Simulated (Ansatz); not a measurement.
# CH5NSSi: the cost of one run

Computed with Ansatz 0.2.0, Gaussian basis. Level: the settings change from run to run.

### 1 The geometry

The structure was relaxed beforehand with PBE0-D4 in a triple-zeta def2 set.

SMILES `N[SiH]1CS1`, 9 atoms, charge 0, spin multiplicity 1.

Atoms are counted from 1 here; the program's logs count them from 0.

Bond lengths: N1–Si2 1.699 Å, N1–H5 1.007 Å, N1–H6 1.007 Å, Si2–C3 1.828 Å, Si2–S4 2.089 Å, Si2–H7 1.476 Å, C3–S4 1.883 Å, C3–H8 1.087 Å, C3–H9 1.086 Å. Angles: Si2–N1–H5 119.8°, Si2–N1–H6 121.6°, H5–N1–H6 112.0°, N1–Si2–C3 121.7°, N1–Si2–S4 123.8°, N1–Si2–H7 107.9°, C3–Si2–S4 57.0°, C3–Si2–H7 120.3°, S4–Si2–H7 118.7°, Si2–C3–S4 68.5°, Si2–C3–H8 120.1°, Si2–C3–H9 121.4°, S4–C3–H8 112.5°, S4–C3–H9 112.7°, H8–C3–H9 112.8°, Si2–S4–C3 54.5°.

Geometry (Å):

```mol
CH5NSSi
  3D, bonds by distance, orders not assigned

  9  9  0  0  0  0  0  0  0  0999 V2000
   -0.5228    1.2903   -0.8961 N   0  0
    0.3269   -0.1167   -0.4668 Si  0  0
    0.3031   -0.7690    1.2412 C   0  0
   -0.5938   -1.9194    0.0499 S   0  0
   -0.3586    1.7209   -1.7909 H   0  0
   -1.4539    1.4682   -0.5566 H   0  0
    1.5692   -0.1588   -1.2634 H   0  0
   -0.3641   -0.3348    1.9809 H   0  0
    1.1825   -1.2270    1.6847 H   0  0
  1  2  8  0
  2  3  8  0
  3  4  8  0
  1  5  8  0
  1  6  8  0
  2  7  8  0
  3  8  8  0
  3  9  8  0
  2  4  8  0
M  END
```

### 2 PBE0-DH/ANO-RCC-VTZP

This run has charge +1, multiplicity 2, high accuracy.

in.yaml

```yaml
crystal:
  periodic: [false, false, false]
  atoms:
    - {symbol: N, position_ang: [-0.522809, 1.290251, -0.896082]}
    - {symbol: Si, position_ang: [0.326902, -0.116734, -0.466826]}
    - {symbol: C, position_ang: [0.303146, -0.768995, 1.241194]}
    - {symbol: S, position_ang: [-0.593786, -1.919359, 0.049887]}
    - {symbol: H, position_ang: [-0.358629, 1.720931, -1.790904]}
    - {symbol: H, position_ang: [-1.453888, 1.468190, -0.556568]}
    - {symbol: H, position_ang: [1.569204, -0.158842, -1.263427]}
    - {symbol: H, position_ang: [-0.364089, -0.334798, 1.980881]}
    - {symbol: H, position_ang: [1.182451, -1.227044, 1.684746]}
basis:
  gaussian: {orbitals: ANO-RCC-VTZP}
total_charge: 1
magnetization: {spin_polarized: true, initial_magnetization: 1}
hamiltonian: {xc: {name: PBE0-DH}}
accuracy: high
output: {forces: true}
```

Started as:

```
> ansatz run in.yaml --threads 2 --pin off --events-out ev --progress --plain --max-ram 4352MiB
```

Q: Estimate wall time and peak memory on 2 threads of Arm Neoverse V1, shared host.

About 7.9 min, with a peak of 1.7 GiB.
